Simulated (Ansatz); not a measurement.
ZnS, space group F-43m, an all-electron equation of state

Program: Ansatz 0.2.0, Python API.

At the Python prompt:
```pycon
>>> from dataclasses import dataclass
>>> import warnings
>>> import ansatz as az
>>> from ase.eos import EquationOfState
>>> from ase.units import GPa
>>> import numpy as np
>>> @dataclass(frozen=True)
... class Options:
...     xc: str = "pbe"
...     width_ev: float = 0.02
...     kmesh: tuple[int, ...] = (6, 6, 6)
...
>>> cfg = Options()
>>> VECTORS = np.array([
...     [0.0, 2.702, 2.702],
...     [2.702, 0.0, 2.702],
...     [2.702, 2.702, 0.0],
... ])
>>> SITES = [
...     ("Zn", (0.25, 0.25, 0.25)),
...     ("S", (0.0, 0.0, 0.0)),
... ]
>>> def crystal_on(cell):
...     crystal = az.Crystal(lattice=az.Lattice.of(cell))
...     for symbol, position in SITES:
...         crystal = crystal.atom(symbol, position)
...     return crystal
...
>>> warnings.simplefilter("ignore", az.DeckWarning)
>>> volumes, energies = [], []
>>> for scale in np.linspace(0.94, 1.06, 7):
...     cell = VECTORS * scale ** (1 / 3)
...     model = (
...         crystal_on(cell).calculation()
...         .functional(cfg.xc)
...         .occupations(az.OccupationsMethod.FERMI_DIRAC, width=cfg.width_ev)
...         .kpoints(*cfg.kmesh)
...         .pseudopotentials("all_electron", lapw=True, basis_error=0.0005)
...     )
...     summary = model.run(threads=1).report
...     volumes.append(abs(np.linalg.det(cell)) / len(SITES))
...     energies.append(summary["free_energy_ev"] / len(SITES))
...     print(f"{scale:.3f} {volumes[-1]:9.4f} A^3/atom {energies[-1]:16.5f} eV/atom  (estimated basis error {1000 * summary['lapw_basis_errors']['total_ev_per_atom']:.2f} meV/atom)")
...
0.940   18.5432 A^3/atom     -29868.63384 eV/atom  (estimated basis error 0.22 meV/atom)
0.960   18.9377 A^3/atom     -29868.64867 eV/atom  (estimated basis error 0.23 meV/atom)
0.980   19.3322 A^3/atom     -29868.65883 eV/atom  (estimated basis error 0.22 meV/atom)
1.000   19.7268 A^3/atom     -29868.66479 eV/atom  (estimated basis error 0.23 meV/atom)
1.020   20.1213 A^3/atom     -29868.66697 eV/atom  (estimated basis error 0.22 meV/atom)
1.040   20.5158 A^3/atom     -29868.66577 eV/atom  (estimated basis error 0.23 meV/atom)
1.060   20.9104 A^3/atom     -29868.66151 eV/atom  (estimated basis error 0.23 meV/atom)
>>> v0, e0, bulk = EquationOfState(volumes, energies, eos="birchmurnaghan").fit()
>>> print(f"V0 = {v0:.4f} A^3/atom, B0 = {bulk / GPa:.1f} GPa")
V0 = 20.1717 A^3/atom, B0 = 69.4 GPa
```

A third-order Birch-Murnaghan fit through the 7 points has its minimum at 20.17 Å³ an atom, 2.3 % above the typed cell, with a bulk modulus of 69 GPa and dB/dP = 4.4. From that minimum the energy rises by 33.2 meV an atom on the compressed side and 5.5 meV on the expanded side.

Reading the output:
- All-electron totals depend on functional, relativistic treatment and basis; only differences at equal settings carry meaning.
- Of the deposited cell: the entry's cell lengths or inner coordinates differ somewhat from later room-temperature determinations.
- The starting cell is as deposited in a crystallographic database; the results hold for this polymorph, which needn't be the stable one.
- The whole script took 43 s on 1 thread of Intel(R) Xeon(R) Processor @ 2.30GHz, on a shared host, peak memory 0.42 GiB.
